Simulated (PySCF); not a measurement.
# C₄H₂F₃NS: a tour of settings

Aim: see how C₄H₂F₃NS (`C=C(C#N)SC(F)(F)F`) answers to the choice of functional, basis, grid and SCF options.

Computed with PySCF 2.14.0, with density-fitted response routines of our own, on a single molecule in the gas phase. Atoms count from 0, in the outputs and in this text.

## (1) The molecule as given

11 atoms, charge 0, multiplicity 1; geometry from: GFN2-xTB.

Bonds of the start (Å): C0–C1 1.33, C1–C2 1.42, C2–N3 1.14, C1–S4 1.78, S4–C5 1.83, C5–F6 1.33, C5–F7 1.33, C5–F8 1.33, C0–H9 1.08, C0–H10 1.07.

## (2) Nuclear shieldings: PBE0/pcSseg-1

Job settings and geometry (Å):

```
{"job": {"kind": "nmr", "xc": "PBE0", "basis": "pcSseg-1"}, "charge": 0, "multiplicity": 1}
C     -1.152630    -0.599172     0.090554
C     -0.840091     0.458861    -0.652967
C     -1.842447     1.334429    -1.142837
N     -2.662775     2.030853    -1.531454
S      0.774448     1.001481    -1.180484
C      1.863003    -0.286604    -0.461301
F      1.579635    -1.507850    -0.914475
F      3.116481    -0.010390    -0.790941
F      1.790457    -0.333467     0.869089
H     -2.186661    -0.792991     0.322369
H     -0.433995    -1.292480     0.486245
```

With the program's defaults for keys left out, this is: GIAO PBE0/pcSseg-1 NMR shielding, non-relativistic, gas phase.

The run is started by

```console
> OMP_NUM_THREADS=1 python probes_run.py task.json out
```

This one command runs all jobs of the session in turn.

Output:

```text
coarse grid: 11528 points
cycle   1  E = -905.0644145072  dE =  1.597e+00  |g| = 9.861e-01  |ddm| = 3.345e+00
cycle   2  E = -904.7220640945  dE =  3.424e-01  |g| = 1.715e+00  |ddm| = 1.685e+00
cycle   3  E = -905.2357083490  dE = -5.136e-01  |g| = 2.472e-01  |ddm| = 1.207e+00
cycle   4  E = -905.2463707414  dE = -1.066e-02  |g| = 1.062e-01  |ddm| = 2.304e-01
cycle   5  E = -905.2487535539  dE = -2.383e-03  |g| = 1.376e-02  |ddm| = 8.933e-02
cycle   6  E = -905.2487894242  dE = -3.587e-05  |g| = 3.918e-03  |ddm| = 1.560e-02
cycle   7  E = -905.2487923924  dE = -2.968e-06  |g| = 1.598e-03  |ddm| = 5.238e-03
final grid: 113128 points
cycle   8  E = -905.3228154138  dE = -3.911e-05  |g| = 7.131e-03  |ddm| = 2.607e-02
cycle   9  E = -905.3228086098  dE =  6.804e-06  |g| = 9.231e-03  |ddm| = 1.424e-02
cycle  10  E = -905.3228269062  dE = -1.830e-05  |g| = 9.439e-04  |ddm| = 7.979e-03
cycle  11  E = -905.3228270581  dE = -1.518e-07  |g| = 4.276e-04  |ddm| = 1.025e-03
cycle  12  E = -905.3228270950  dE = -3.689e-08  |g| = 1.764e-04  |ddm| = 4.694e-04
cycle  13  E = -905.3228271006  dE = -5.674e-09  |g| = 6.652e-05  |ddm| = 1.458e-04
cycle  14  E = -905.3228271016  dE = -1.005e-09  |g| = 1.607e-05  |ddm| = 7.616e-05
cycle  15  E = -905.3228271017  dE = -6.003e-11  |g| = 4.672e-06  |ddm| = 1.714e-05
converged SCF energy = -905.3228271017

GIAO shielding tensors (ppm)
atom      isotropic    diamagn.    paramagn.     s11        s22        s33       span
  0 C       49.970     252.760    -202.790    -65.687     50.377    165.220    230.908
  1 C       66.520     260.790    -194.270    -37.605     97.411    139.755    177.360
  2 C       68.220     257.151    -188.931    -49.001    -42.886    296.547    345.547
  3 N      -56.198     338.843    -395.040   -215.699   -190.360    237.465    453.164
  4 S      306.294    1053.295    -747.001     80.276    315.998    522.606    442.330
  5 C       46.445     243.392    -196.947     35.785     50.029     53.522     17.737
  6 F      222.237     474.503    -252.266    143.391    203.735    319.584    176.194
  7 F      229.222     467.780    -238.559    164.108    203.179    320.378    156.270
  8 F      221.300     476.142    -254.843    143.088    202.197    318.614    175.526
  9 H       25.159      28.990      -3.832     21.807     24.101     29.568      7.761
 10 H       25.279      31.508      -6.229     22.501     23.042     30.295      7.794
```

Run time: 22 s. Hardware: 1 thread of Intel Xeon Platinum 8488C, shared host; peak memory 0.74 GiB.

Shifts follow as δ = σ(reference) − σ, with reference shieldings (ppm) from runs at the same level and on the same kind of geometry: 1H TMS 31.72, 13C TMS 186.9, 19F CFCl3 170.9, 15N NH3 267.7, 33S CS2 504. The references are single molecules in the gas phase, so shifts against H2O, NH3, PH3, H3PO4 or CFCl3 are not on the usual liquid scales and can be off by tens of ppm. Atoms listed in one row are averaged.

| atoms | environment | σ (ppm) | δ (ppm) | δ scaled to CDCl3 |
| --- | --- | --- | --- | --- |
| C5 | CF3 carbon | 46.4 | 140.5 | 130.8 |
| C0 | terminal =CH2 carbon | 50.0 | 137.0 | 131.8 |
| C1 | fully substituted alkene carbon | 66.5 | 120.4 | 111.2 |
| C2 | nitrile carbon | 68.2 | 118.7 | 113.9 |
| H9 | hydrogen on a terminal =CH2 carbon | 25.16 | 6.56 | 6.29 |
| H10 | hydrogen on a terminal =CH2 carbon | 25.28 | 6.44 | 6.17 |
| N3 | nitrile nitrogen | -56.2 | 323.9 | – |
| S4 | sulfide sulfur | 306 | 197 | – |
| F6, F7, F8 | fluorine of an SCF3 group | 224.3 | -53.3 | – |

The scaled column applies a straight-line fit of computed shieldings to shifts measured in CDCl3, with any fitted terms for Cl, Br or S neighbours; 19F shifts take a fit of their own (root-mean-square error 0.16 ppm for H, 1.9 ppm for C).

Charges from the same density, by scheme (e):

| atoms | Mulliken | IAO | Hirshfeld | ESP fit |
| --- | --- | --- | --- | --- |
| C0 | 0.02 | -0.28 | -0.07 | -0.24 |
| C1 | -0.46 | -0.14 | 0.00 | -0.30 |
| C2 | 0.18 | 0.14 | 0.07 | 0.61 |
| N3 | -0.22 | -0.21 | -0.19 | -0.48 |
| S4 | 0.23 | 0.19 | 0.05 | -0.01 |
| C5 | 0.67 | 0.71 | 0.25 | 0.35 |
| F6, F7, F8 | -0.24 | -0.26 | -0.08 | -0.10 |

Mayer bond orders: C0–C1 1.82, C1–C2 1.03, C2–N3 3.01, C1–S4 0.99, S4–C5 0.99, C5–F6 1.00, C5–F7 1.03, C5–F8 1.00.

## (3) Excited states and response: PBE0/def2-SVPD

Settings changed since step 2:

```diff
@@ -1,2 +1,2 @@
-{"job": {"kind": "nmr", "xc": "PBE0", "basis": "pcSseg-1"}, "charge": 0, "multiplicity": 1}
+{"job": {"kind": "uv", "xc": "PBE0", "basis": "def2-SVPD", "nstates": 6, "ntriplets": 2}, "charge": 0, "multiplicity": 1}
 C     -1.152630    -0.599172     0.090554
```

Method: TDDFT PBE0/def2-SVPD, vertical, gas phase, core orbitals frozen in the response.

Output:

```text
coarse grid: 11528 points
cycle   1  E = -904.6346876456  dE =  1.535e+00  |g| = 9.325e-01  |ddm| = 5.769e+00
cycle   2  E = -904.3115535194  dE =  3.231e-01  |g| = 1.622e+00  |ddm| = 3.326e+00
cycle   3  E = -904.7953236346  dE = -4.838e-01  |g| = 2.432e-01  |ddm| = 1.994e+00
cycle   4  E = -904.8064286039  dE = -1.110e-02  |g| = 9.332e-02  |ddm| = 3.836e-01
cycle   5  E = -904.8083069917  dE = -1.878e-03  |g| = 1.389e-02  |ddm| = 1.682e-01
cycle   6  E = -904.8083462807  dE = -3.929e-05  |g| = 3.499e-03  |ddm| = 3.552e-02
cycle   7  E = -904.8083490078  dE = -2.727e-06  |g| = 1.273e-03  |ddm| = 1.113e-02
final grid: 113128 points
cycle   8  E = -904.9101973272  dE = -3.263e-05  |g| = 7.163e-03  |ddm| = 9.604e-02
cycle   9  E = -904.9101906532  dE =  6.674e-06  |g| = 9.125e-03  |ddm| = 2.685e-02
cycle  10  E = -904.9102093920  dE = -1.874e-05  |g| = 8.182e-04  |ddm| = 1.522e-02
cycle  11  E = -904.9102095217  dE = -1.298e-07  |g| = 3.173e-04  |ddm| = 2.325e-03
cycle  12  E = -904.9102095400  dE = -1.822e-08  |g| = 1.535e-04  |ddm| = 7.482e-04
cycle  13  E = -904.9102095446  dE = -4.651e-09  |g| = 5.517e-05  |ddm| = 3.029e-04
cycle  14  E = -904.9102095452  dE = -6.364e-10  |g| = 1.581e-05  |ddm| = 1.071e-04
converged SCF energy = -904.9102095452

Static polarisability (au): isotropic 75.271, principal 51.473 79.283 95.056

Singlet excitations
state   eV       nm        f      main configurations
  1   5.2403    236.6   0.13824   H->L 0.93
  2   5.4849    226.0   0.00045   H->L+1 0.91
  3   5.9141    209.6   0.00003   H->L+2 0.90
  4   6.5613    189.0   0.00076   H-2->L 0.95
  5   6.6362    186.8   0.12525   H-1->L 0.82, H-2->L+2 0.09
  6   7.1505    173.4   0.00695   H->L+3 0.95

Triplet excitations (Tamm-Dancoff, eV): 3.3231 4.9607
```

Wall time 32 s (1 thread of Intel Xeon Platinum 8488C, shared host); peak memory 0.86 GiB.

The orbitals next to the gap, with their largest atomic shares:

| orbital | eV | atoms |
| --- | --- | --- |
| HOMO−3 | -10.87 | S4 46 %, N3 12 %, C5 7 % |
| HOMO−2 | -10.42 | N3 47 %, C2 36 %, C1 6 % |
| HOMO−1 | -9.70 | N3 29 %, S4 23 %, C2 21 % |
| HOMO | -7.93 | S4 44 %, C0 22 %, C1 18 % |
| LUMO | -2.09 | C0 32 %, C1 23 %, N3 14 % |
| LUMO+1 | -0.77 | S4 49 %, C5 18 %, C1 9 % |
| LUMO+2 | -0.56 | S4 26 %, N3 22 %, C2 18 % |

With each of the 6 states as a Gaussian band of 0.4 eV half-width at 1/e, the curve within the window shown has maxima at 236 nm (ε 5,600), 186 nm (ε 5,200) L/(mol cm). Beyond the last state computed it falls off for lack of states. The curve at chosen wavelengths:

```
 nm  ε (L/mol/cm)
166           241
170           650
174          1539
178          2978
182          4465
186          5153
190          4654
194          3371
198          2015
202          1047
206           578
210           562
214           957
218          1734
222          2807
226          3974
230          4963
234          5529
238          5553
242          5079
246          4269
250          3323
254          2415
258          1649
262          1064
266           653
```

Further results of this job:

| property | computed |
| --- | --- |
| dipole moment (D) | 2.76 |
| polarisability (Å³) | 11.15 |
| HOMO–LUMO gap (eV) | 5.84 |
| −ε(HOMO) (eV) | 7.93 |

## (4) Shielding tensors: wB97X-D/def2-SVP

Settings changed since step 3:

```diff
@@ -1,2 +1,2 @@
-{"job": {"kind": "uv", "xc": "PBE0", "basis": "def2-SVPD", "nstates": 6, "ntriplets": 2}, "charge": 0, "multiplicity": 1}
+{"job": {"kind": "nmr", "xc": "wB97X-D", "basis": "def2-SVP", "pop": false}, "charge": 0, "multiplicity": 1}
 C     -1.152630    -0.599172     0.090554
```

Method: GIAO wB97X-D/def2-SVP NMR shielding, non-relativistic, gas phase.

Output:

```text
coarse grid: 11528 points
cycle   1  E = -904.9992169975  dE =  1.693e+00  |g| = 1.130e+00  |ddm| = 3.966e+00
cycle   2  E = -904.8641212231  dE =  1.351e-01  |g| = 1.483e+00  |ddm| = 1.916e+00
cycle   3  E = -905.2623232788  dE = -3.982e-01  |g| = 1.490e-01  |ddm| = 1.086e+00
cycle   4  E = -905.2659252644  dE = -3.602e-03  |g| = 8.132e-02  |ddm| = 1.594e-01
cycle   5  E = -905.2673300758  dE = -1.405e-03  |g| = 1.214e-02  |ddm| = 7.198e-02
cycle   6  E = -905.2673640573  dE = -3.398e-05  |g| = 3.515e-03  |ddm| = 1.687e-02
cycle   7  E = -905.2673677756  dE = -3.718e-06  |g| = 7.540e-04  |ddm| = 6.160e-03
final grid: 113128 points
cycle   8  E = -905.3713007791  dE = -1.009e-04  |g| = 8.544e-03  |ddm| = 3.981e-02
cycle   9  E = -905.3713019968  dE = -1.218e-06  |g| = 8.342e-03  |ddm| = 1.249e-02
cycle  10  E = -905.3713130680  dE = -1.107e-05  |g| = 1.801e-03  |ddm| = 5.747e-03
cycle  11  E = -905.3713137038  dE = -6.358e-07  |g| = 5.104e-04  |ddm| = 1.613e-03
cycle  12  E = -905.3713137618  dE = -5.802e-08  |g| = 1.956e-04  |ddm| = 5.738e-04
cycle  13  E = -905.3713137702  dE = -8.409e-09  |g| = 3.199e-05  |ddm| = 2.399e-04
cycle  14  E = -905.3713137707  dE = -4.688e-10  |g| = 1.083e-05  |ddm| = 6.881e-05
converged SCF energy = -905.3713137707

GIAO shielding tensors (ppm)
atom      isotropic    diamagn.    paramagn.     s11        s22        s33       span
  0 C       67.537     253.408    -185.871    -40.468     63.758    179.321    219.789
  1 C       80.728     261.641    -180.914    -18.108    106.239    154.053    172.161
  2 C       88.793     269.978    -181.185    -18.487    -11.702    296.569    315.057
  3 N      -23.271     325.674    -348.945   -170.003   -147.939    248.129    418.132
  4 S      387.670    1054.265    -666.595    193.501    375.746    593.762    400.261
  5 C       58.932     244.658    -185.726     47.258     62.043     67.495     20.237
  6 F      253.474     472.589    -219.115    184.103    242.582    333.736    149.633
  7 F      259.546     464.355    -204.810    198.352    243.763    336.522    138.170
  8 F      252.676     474.879    -222.202    183.613    241.288    333.128    149.514
  9 H       25.720      30.417      -4.697     22.482     24.799     29.878      7.396
 10 H       25.720      33.302      -7.583     22.765     23.395     30.998      8.233
```

It took 17 s on 1 thread of Intel Xeon Platinum 8488C, shared host; peak memory 0.74 GiB.

This run: δ C5 137.5, C0 128.9, C1 115.7, C2 107.7, H9 6.21, H10 6.21 ppm.

## (5) TDDFT and polarisability: PBE0/6-31G*

Settings changed since step 4:

```diff
@@ -1,2 +1,2 @@
-{"job": {"kind": "nmr", "xc": "wB97X-D", "basis": "def2-SVP", "pop": false}, "charge": 0, "multiplicity": 1}
+{"job": {"kind": "uv", "xc": "PBE0", "basis": "6-31G*", "nstates": 3, "ntriplets": 2, "tda": false}, "charge": 0, "multiplicity": 1}
 C     -1.152630    -0.599172     0.090554
```

With the program's defaults for keys left out, this is: TDDFT PBE0/6-31G*, vertical, gas phase, core orbitals frozen in the response.

Output:

```text
coarse grid: 11528 points
cycle   1  E = -905.2024877800  dE =  1.611e+00  |g| = 9.984e-01  |ddm| = 3.810e+00
cycle   2  E = -904.8488493376  dE =  3.536e-01  |g| = 1.719e+00  |ddm| = 1.874e+00
cycle   3  E = -905.3834466379  dE = -5.346e-01  |g| = 2.444e-01  |ddm| = 1.321e+00
cycle   4  E = -905.3948144152  dE = -1.137e-02  |g| = 9.450e-02  |ddm| = 2.558e-01
cycle   5  E = -905.3967429695  dE = -1.929e-03  |g| = 1.157e-02  |ddm| = 9.030e-02
cycle   6  E = -905.3967775307  dE = -3.456e-05  |g| = 3.406e-03  |ddm| = 1.735e-02
cycle   7  E = -905.3967801223  dE = -2.592e-06  |g| = 1.385e-03  |ddm| = 4.697e-03
final grid: 113128 points
cycle   8  E = -905.3549625035  dE = -2.711e-05  |g| = 8.298e-03  |ddm| = 2.367e-02
cycle   9  E = -905.3549541114  dE =  8.392e-06  |g| = 1.061e-02  |ddm| = 1.785e-02
cycle  10  E = -905.3549786214  dE = -2.451e-05  |g| = 1.189e-03  |ddm| = 9.802e-03
cycle  11  E = -905.3549788809  dE = -2.595e-07  |g| = 5.658e-04  |ddm| = 1.522e-03
cycle  12  E = -905.3549789476  dE = -6.671e-08  |g| = 1.387e-04  |ddm| = 5.168e-04
cycle  13  E = -905.3549789514  dE = -3.765e-09  |g| = 4.612e-05  |ddm| = 1.513e-04
cycle  14  E = -905.3549789519  dE = -5.105e-10  |g| = 1.536e-05  |ddm| = 6.825e-05
converged SCF energy = -905.3549789519

Static polarisability (au): isotropic 61.630, principal 34.382 67.670 82.839

Singlet excitations
state   eV       nm        f      main configurations
  1   5.4638    226.9   0.13886   H->L 0.90
  2   5.5522    223.3   0.00350   H->L+1 0.86, H->L+2 0.10
  3   5.9953    206.8   0.00055   H->L+2 0.86, H->L+1 0.10

Triplet excitations (Tamm-Dancoff, eV): 3.3748 5.0061
```

It took 13 s on 1 thread of Intel Xeon Platinum 8488C, shared host; peak memory 0.68 GiB.

In short: HOMO -7.62 eV, LUMO -1.63 eV; lowest singlet 5.46 eV.

## (6) Nuclear shieldings: BHandHLYP/pcSseg-1

Settings changed since step 5:

```diff
@@ -1,2 +1,2 @@
-{"job": {"kind": "uv", "xc": "PBE0", "basis": "6-31G*", "nstates": 3, "ntriplets": 2, "tda": false}, "charge": 0, "multiplicity": 1}
+{"job": {"kind": "nmr", "xc": "BHandHLYP", "basis": "pcSseg-1", "pop": false}, "charge": 0, "multiplicity": 1}
 C     -1.152630    -0.599172     0.090554
```

Level: GIAO BHandHLYP/pcSseg-1 NMR shielding, non-relativistic, gas phase.

Output:

```text
coarse grid: 11528 points
cycle   1  E = -905.4627662102  dE =  1.767e+00  |g| = 1.052e+00  |ddm| = 3.283e+00
cycle   2  E = -905.3385578686  dE =  1.242e-01  |g| = 1.402e+00  |ddm| = 1.491e+00
cycle   3  E = -905.6818166686  dE = -3.433e-01  |g| = 1.752e-01  |ddm| = 9.577e-01
cycle   4  E = -905.6865206882  dE = -4.704e-03  |g| = 9.713e-02  |ddm| = 1.689e-01
cycle   5  E = -905.6885021431  dE = -1.981e-03  |g| = 1.217e-02  |ddm| = 8.760e-02
cycle   6  E = -905.6885300826  dE = -2.794e-05  |g| = 3.252e-03  |ddm| = 1.205e-02
cycle   7  E = -905.6885324469  dE = -2.364e-06  |g| = 8.921e-04  |ddm| = 4.010e-03
final grid: 113128 points
cycle   8  E = -905.7406202429  dE = -1.616e-05  |g| = 3.400e-03  |ddm| = 1.237e-02
cycle   9  E = -905.7406200446  dE =  1.983e-07  |g| = 3.627e-03  |ddm| = 4.030e-03
cycle  10  E = -905.7406221991  dE = -2.154e-06  |g| = 6.052e-04  |ddm| = 2.393e-03
cycle  11  E = -905.7406222624  dE = -6.338e-08  |g| = 2.952e-04  |ddm| = 5.995e-04
cycle  12  E = -905.7406222790  dE = -1.652e-08  |g| = 6.596e-05  |ddm| = 2.388e-04
cycle  13  E = -905.7406222800  dE = -1.081e-09  |g| = 1.883e-05  |ddm| = 7.720e-05
cycle  14  E = -905.7406222801  dE = -9.777e-11  |g| = 5.836e-06  |ddm| = 1.992e-05
converged SCF energy = -905.7406222801

GIAO shielding tensors (ppm)
atom      isotropic    diamagn.    paramagn.     s11        s22        s33       span
  0 C       45.853     252.571    -206.717    -77.161     50.083    164.639    241.800
  1 C       65.364     260.162    -194.798    -47.512    100.910    142.693    190.205
  2 C       67.713     257.928    -190.215    -53.221    -47.102    303.463    356.684
  3 N      -60.727     338.800    -399.528   -225.324   -195.650    238.793    464.116
  4 S      307.419    1052.839    -745.420     61.481    314.096    546.681    485.200
  5 C       50.744     241.883    -191.139     38.551     52.879     60.801     22.250
  6 F      239.822     475.071    -235.249    158.745    222.479    338.241    179.497
  7 F      246.925     468.375    -221.450    175.337    225.909    339.528    164.191
  8 F      238.949     476.735    -237.786    158.388    221.023    337.435    179.047
  9 H       25.321      29.029      -3.707     21.941     24.077     29.946      8.005
 10 H       25.435      31.700      -6.265     22.720     23.040     30.544      7.825
```

Wall time 19 s (1 thread of Intel Xeon Platinum 8488C, shared host); peak memory 0.77 GiB.

In short: δ C0 140.7, C5 135.8, C1 121.2, C2 118.9, H9 6.57, H10 6.46 ppm.

## (7) Comparing the runs: NMR shifts

Shifts (ppm) of some atoms, chosen among heavy atoms and hydrogens apart, means over like atoms, with basis size and wall time:

| run | C0 | C1 | C2 | H9 | H10 | N3 | F6 | functions | time |
| --- | --- | --- | --- | --- | --- | --- | --- | --- | --- |
| PBE0/pcSseg-1 | 137.0 | 120.4 | 118.7 | 6.56 | 6.44 | 323.9 | -53.3 | 170 | 22 s |
| wB97X-D/def2-SVP | 128.9 | 115.7 | 107.7 | 6.21 | 6.21 | 293.5 | -36.5 | 140 | 17 s |
| BHandHLYP/pcSseg-1 | 140.7 | 121.2 | 118.9 | 6.57 | 6.46 | 327.8 | -43.3 | 170 | 19 s |

## (8) Side by side: electronic excitations

Excitations and ground-state properties, with basis size and wall time:

| run | lowest singlet (eV) | brightest (eV) | f | gap (eV) | α (Å³) | μ (D) | functions | time |
| --- | --- | --- | --- | --- | --- | --- | --- | --- |
| PBE0/def2-SVPD | 5.24 | 5.24 | 0.138 | 5.84 | 11.15 | 2.76 | 212 | 32 s |
| PBE0/6-31G* | 5.46 | 5.46 | 0.139 | 5.99 | 9.13 | 2.96 | 134 | 13 s |

## (9) Outcome

| quantity | value |
| --- | --- |
| 13C shifts against TMS (PBE0/pcSseg-1) | 140.5, 137.0, 120.4, 118.7 ppm |
| 1H shifts against TMS (PBE0/pcSseg-1) | 6.56, 6.44 ppm |
| 15N shifts against NH3 (PBE0/pcSseg-1) | 323.9 ppm |
| 33S shifts against CS2 (PBE0/pcSseg-1) | 197 ppm |
| 19F shifts against CFCl3 (PBE0/pcSseg-1, means over atoms taken as alike) | -53.3 ppm |
| lowest singlet (PBE0/def2-SVPD) | 5.24 eV (237 nm), f = 0.138 |
| lowest triplet | 3.32 eV |
| range of the shift of N3 | 293.5 to 327.8 ppm |
| range of the lowest singlet | 5.24 to 5.46 eV |

Single values in the summary come from the first sound run of each kind (PBE0/pcSseg-1; PBE0/def2-SVPD), which need not be the best level. The first singlet state (HOMO→LUMO 0.93) lies at 5.24 eV and is bright. The lowest triplet lies 1.92 eV below the lowest singlet (triplets in Tamm-Dancoff, singlets in full TDDFT). Among the atoms with a shift in every run: Across the 3 runs the shift of N3 moves most, between 293.5 (wB97X-D/def2-SVP) and 327.8 ppm (BHandHLYP/pcSseg-1). The lowest singlet runs from 5.24 eV (PBE0/def2-SVPD) to 5.46 eV (PBE0/6-31G*), while the orbital gap spans 5.84 to 5.99 eV. The lowest state need not be the same one in every run. The runs solved for a few states only, so the brightest column depends on that window.
